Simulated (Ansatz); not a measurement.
# r2SCAN/cc-pVDZ run of C2H6AlCl (dimethylaluminum chloride)

What is the electronic atomisation energy of C2H6AlCl (dimethylaluminum chloride) at r2SCAN/cc-pVDZ? 

Program for the calculation: Ansatz 0.2.0.

56 further runs of the same task are left out: 56 set aside as unsound or not needed.

## (1) The molecule

C2H6AlCl: 10 atoms, total charge 0, spin state singlet. SMILES: `[CH3][Al]([CH3])[Cl]`. The shape is that of a PBE0-D4/def2-TZVP optimisation.

Bond lengths: C1–Al2 1.942 Å, Al2–C3 1.942 Å, Al2–Cl4 2.114 Å, C1–H5 1.092 Å, C1–H6 1.095 Å, C1–H7 1.095 Å, C3–H8 1.095 Å, C3–H9 1.093 Å, C3–H10 1.094 Å. Some angles: C1–Al2–C3 125.8°, C1–Al2–Cl4 117.8°, C3–Al2–Cl4 116.4°, Al2–C1–H5 112.5°, Al2–C1–H6 110.7°, Al2–C1–H7 110.7°, Al2–C3–H8 110.7°, Al2–C3–H9 112.6°, Al2–C3–H10 110.7°, H5–C1–H6 108.1°.

## (2) A single-point energy at r2SCAN/cc-pVDZ

input.yaml reads:

```yaml
crystal:
  periodic: [false, false, false]
  atoms:
    - {symbol: C, position_ang: [-0.517700, 1.358200, -0.989200]}
    - {symbol: Al, position_ang: [-0.252300, -0.446600, -0.322400]}
    - {symbol: C, position_ang: [0.742200, -0.932200, 1.273500]}
    - {symbol: Cl, position_ang: [-1.112300, -2.038200, -1.415400]}
    - {symbol: H, position_ang: [-1.121400, 1.383800, -1.898300]}
    - {symbol: H, position_ang: [-1.010200, 1.981400, -0.235400]}
    - {symbol: H, position_ang: [0.443800, 1.835600, -1.206000]}
    - {symbol: H, position_ang: [0.102400, -1.471200, 1.979300]}
    - {symbol: H, position_ang: [1.158700, -0.063300, 1.788800]}
    - {symbol: H, position_ang: [1.566900, -1.607500, 1.025200]}
basis:
  gaussian: {orbitals: cc-pVDZ}
output: {orbitals: {seedname: orbitals}}
accuracy: high
hamiltonian: {xc: {name: r2SCAN}}
```

Launch:

```
$ ansatz run input.yaml --threads 1 --pin off --max-ram 3480MiB --events-out events.jsonl --progress --plain --runs-dir runs
```

Standard output:

```text
Warning: RAYON_NUM_THREADS=1 ignored (pool sized by the plan → 1); use --threads N
Functional definition: r2SCAN
  name "r2SCAN"
  parameter k0 = 0.174
  parameter k1 = 0.065
  parameter a1 = 4.9479
  exchange = r2scan_x(k0 = k0, k1 = k1, a1 = a1)
  correlation = r2scan_c
2223 factors; integrals over basis functions are off by at most 4.2e-9 eV
mean field evaluation 1: about -21279.0831 eV, gradient 7.0e1 eV
mean field evaluation 2: about -21270.7390 eV, gradient 8.3e1 eV
mean field evaluation 4: about -21291.0014 eV, gradient 3.7e0 eV
mean field evaluation 8: about -21291.0393 eV, gradient 1.9e-1 eV
mean field evaluation 16: about -21291.0394 eV, gradient 1.4e-5 eV
mean field -21291.03942013 eV, -782.4312671051 hartree, gradient 6.8e-8 eV, S^2 0.000000; 0 other end points of the search recorded, 0 dependent functions left out
reference -21291.03942104 eV, -782.4312671383 hartree; 24, 24 occupied and 70, 70 virtual orbitals, 2223 factors
Total energy: -21291.03942104 eV, -782.4312671383 hartree
```

It took 20 s on 1 thread of Arm Neoverse V1, shared host; peak memory 0.33 GiB.

## (3) The Al atom

input.yaml reads:

```yaml
crystal:
  periodic: [false, false, false]
  atoms:
    - symbol: Al
      position_ang: [0.000000, 0.000000, 0.000000]
basis:
  gaussian:
    orbitals: cc-pVDZ
accuracy: high
hamiltonian:
  xc: {name: r2SCAN}
magnetization:
  spin_polarized: true
  initial_magnetization: 1
```

Run the same way, it converges to -242.32730 Eh (log not shown).

## (4) The C atom at the same level

in.yaml reads:

```yaml
crystal:
  periodic: [false, false, false]
  atoms:
    - {symbol: C, position_ang: [0.000000, 0.000000, 0.000000]}
basis:
  gaussian:
    orbitals: cc-pVDZ
magnetization:
  spin_polarized: true
  initial_magnetization: 2
hamiltonian:
  xc: {name: r2SCAN}
accuracy: high
```

Launch:

```
$ ansatz run in.yaml --threads 1 --pin off --max-ram 3480MiB --events-out events.jsonl --progress --plain --runs-dir runs
```

Standard output (excerpt; [...] marks lines left out):

```text
Warning: RAYON_NUM_THREADS=1 ignored (pool sized by the plan → 1); use --threads N
[... 7 set-up lines as earlier in the session ...]
96 factors; integrals over basis functions are off by at most 1.3e-9 eV
mean field evaluation 1: about -1029.1950 eV, gradient 4.1e0 eV
mean field evaluation 2: about -1029.2933 eV, gradient 1.3e0 eV
mean field evaluation 4: about -1029.3045 eV, gradient 3.4e-1 eV
mean field evaluation 8: about -1029.3053 eV, gradient 6.3e-5 eV
mean field evaluation 16: about -1029.3043 eV, gradient 1.3e-1 eV
mean field -1029.30529721 eV, -37.8262719844 hartree, gradient 9.3e-9 eV, S^2 2.004549; 1 other end points of the search recorded, 0 dependent functions left out
reference -1029.30529789 eV, -37.8262720094 hartree; 4, 2 occupied and 10, 12 virtual orbitals, 96 factors
Total energy: -1029.30529789 eV, -37.8262720094 hartree
```

Run time: 1.3 s. Hardware: 1 thread of Arm Neoverse V1, shared host.

## (5) The Cl atom, same level

job.yaml reads:

```yaml
basis:
  gaussian:
    orbitals: cc-pVDZ
crystal:
  periodic: [false, false, false]
  atoms:
    - {symbol: Cl, position_ang: [0.000000, 0.000000, 0.000000]}
magnetization:
  spin_polarized: true
  initial_magnetization: 1
hamiltonian:
  xc: r2scan
accuracy: high
```

Launch:

```
$ ansatz run job.yaml --threads 1 --pin off --max-ram 3480MiB --events-out events.jsonl --progress --plain --runs-dir runs
```

Standard output (excerpt; [...] marks lines left out):

```text
Warning: RAYON_NUM_THREADS=1 ignored (pool sized by the plan → 1); use --threads N
[... 7 set-up lines as earlier in the session ...]
141 factors; integrals over basis functions are off by at most 3.0e-9 eV
mean field evaluation 1: about -12520.1266 eV, gradient 3.4e0 eV
mean field evaluation 2: about -12520.1967 eV, gradient 1.2e0 eV
mean field evaluation 4: about -12520.2049 eV, gradient 4.4e-1 eV
mean field evaluation 8: about -12520.2059 eV, gradient 3.2e-5 eV
mean field evaluation 16: about -12520.0136 eV, gradient 5.2e0 eV
mean field evaluation 32: about -12520.2059 eV, gradient 9.0e-5 eV
mean field evaluation 64: about -12520.2059 eV, gradient 4.0e-5 eV
mean field -12520.20591008 eV, -460.1090806952 hartree, gradient 2.4e-8 eV, S^2 0.753137; 8 other end points of the search recorded, 0 dependent functions left out
reference -12520.20591064 eV, -460.1090807156 hartree; 9, 8 occupied and 9, 10 virtual orbitals, 141 factors
Total energy: -12520.20591064 eV, -460.1090807156 hartree
```

It took 6.6 s on 1 thread of Arm Neoverse V1, shared host; peak memory 0.12 GiB.

## (6) The H atom, same level

in.yaml reads:

```yaml
crystal:
  periodic: [false, false, false]
  atoms:
    - symbol: H
      position_ang: [0.000000, 0.000000, 0.000000]
basis:
  gaussian:
    orbitals: cc-pVDZ
total_charge: 0
magnetization:
  spin_polarized: true
  initial_magnetization: 1
hamiltonian:
  xc: r2scan
accuracy: high
```

Run the same way, it converges to -0.49921 Eh (log not shown).

## (7) What came out

Level: r2SCAN/cc-pVDZ.

```
                     quantity          value
       molecule: total energy  -782.43127 Eh
        molecule: HOMO energy       -6.81 eV
        molecule: LUMO energy       -1.04 eV
      molecule: HOMO–LUMO gap        5.77 eV
        Al atom: total energy  -242.32730 Eh
                Al atom: ⟨S²⟩          0.760
         C atom: total energy   -37.82627 Eh
                 C atom: ⟨S²⟩          2.005
        Cl atom: total energy  -460.10908 Eh
                Cl atom: ⟨S²⟩          0.753
         H atom: total energy    -0.49921 Eh
                 H atom: ⟨S²⟩          0.750
electronic atomisation energy      36.656 eV
```

What this shows: Taking the molecule apart into free atoms costs 36.66 eV (845 kcal/mol), before zero-point energy and without spin-orbit coupling.
